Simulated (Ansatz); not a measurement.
**CH₃OSe+ (SMILES O[CH+][SeH]): single points off equilibrium**

Aim: energy, forces and dipole at a frame of a short trajectory, from CCSD(T) and from density functionals.

The runs use Ansatz 0.2.0, Gaussian basis; single points in def2-TZVPP.

Cores are frozen in the correlated methods. Filled d shells of the heavier atoms are correlated.

### Step 1. The starting structure

SMILES `O[CH+][SeH]`, 6 atoms, charge 1, spin multiplicity 1.

Atoms are counted from 1 here; the program's logs count them from 0.

Bond lengths: O1–C2 1.277 Å, O1–H4 0.901 Å, C2–Se3 1.765 Å, C2–H5 1.094 Å, Se3–H6 1.525 Å. Angles: C2–O1–H4 111.0°, O1–C2–Se3 134.9°, O1–C2–H5 115.7°, Se3–C2–H5 108.6°, C2–Se3–H6 94.2°.

As a file:

```
O    -0.8233   -0.7817   -0.5065
C     0.2637   -0.1122   -0.5166
Se    1.0891    0.9407    0.6341
H    -1.4633   -0.3518   -0.0400
H     0.9462   -0.3279   -1.3445
H    -0.0463    0.9074    1.6515
```

### Step 2. PBE-D4/def2-TZVPP

run/in.yaml reads:

```yaml
crystal:
  periodic: [false, false, false]
  atoms:
    - {symbol: O, position_ang: [-0.823309, -0.781676, -0.506484]}
    - {symbol: C, position_ang: [0.263690, -0.112167, -0.516623]}
    - {symbol: Se, position_ang: [1.089065, 0.940706, 0.634112]}
    - {symbol: H, position_ang: [-1.463324, -0.351845, -0.040006]}
    - {symbol: H, position_ang: [0.946236, -0.327917, -1.344529]}
    - {symbol: H, position_ang: [-0.046335, 0.907428, 1.651491]}
basis:
  gaussian: {orbitals: def2-TZVPP}
total_charge: 1
hamiltonian: {xc: pbe, dispersion: d4}
output: {forces: true}
```

The run is started by

```bash
> ansatz run in.yaml --threads 2 --pin off --events-out ev --progress --plain --max-ram 3481MiB
```

### Step 3. r2SCAN-D4/def2-TZVPP

Edit run/in.yaml of step 2 so:

```diff
@@ -12,3 +12,3 @@
 total_charge: 1
-hamiltonian: {xc: pbe, dispersion: d4}
+hamiltonian: {xc: r2scan, dispersion: d4}
 output: {forces: true}
```

### Step 4. PBE0-D4/def2-TZVPP

Edit run/in.yaml of step 3 so:

```diff
@@ -12,3 +12,3 @@
 total_charge: 1
-hamiltonian: {xc: r2scan, dispersion: d4}
-output: {forces: true}
+hamiltonian: {xc: pbe0, dispersion: d4}
+output: {forces: true, orbitals: {seedname: orbitals}}
```

### Step 5. wB97M-V/def2-TZVPP

Edit run/in.yaml of step 4 so:

```diff
@@ -12,3 +12,3 @@
 total_charge: 1
-hamiltonian: {xc: pbe0, dispersion: d4}
-output: {forces: true, orbitals: {seedname: orbitals}}
+hamiltonian: {xc: {name: wB97M-V}}
+output: {forces: true}
```

### Step 6. CCSD(T)/def2-TZVPP

Edit run/in.yaml of step 5 so:

```diff
@@ -12,3 +12,3 @@
 total_charge: 1
-hamiltonian: {xc: {name: wB97M-V}}
+correlation: {method: ccsd_t}
 output: {forces: true}
```

(Steps that only read results are left out.)

What does the calculation give? Wanted: energy less free atoms, CCSD(T)/def2-TZVPP; RMS force component; RMS force error; HOMO and LUMO, PBE0-D4; T1 diagnostic.

As calculated:

| quantity | value |
| --- | --- |
| energy less free atoms, CCSD(T)/def2-TZVPP | -1168.4 kJ/mol |
| RMS force component | 1.554 to 1.670 eV/Å over the methods |
| RMS force error | PBE-D4 0.233, r2SCAN-D4 0.114, PBE0-D4 0.224, wB97M-V 0.167 eV/Å |
| HOMO and LUMO, PBE0-D4 | -14.62 and -8.55 eV |
| T1 diagnostic | 0.017 |

**Reading.** Against CCSD(T) the functionals' energies less atoms differ by -137.2 to -52.7 kJ/mol, PBE-D4 by -137.2 kJ/mol. CCSD(T) in triple zeta still lacks some correlation energy of the bonds, so part of these gaps is its own basis error and they don't rank the functionals. On forces the order runs from r2SCAN-D4 to PBE-D4. Frozen-core CCSD(T) forces in triple zeta carry basis errors of their own, and this is one geometry, so small gaps rank nothing.
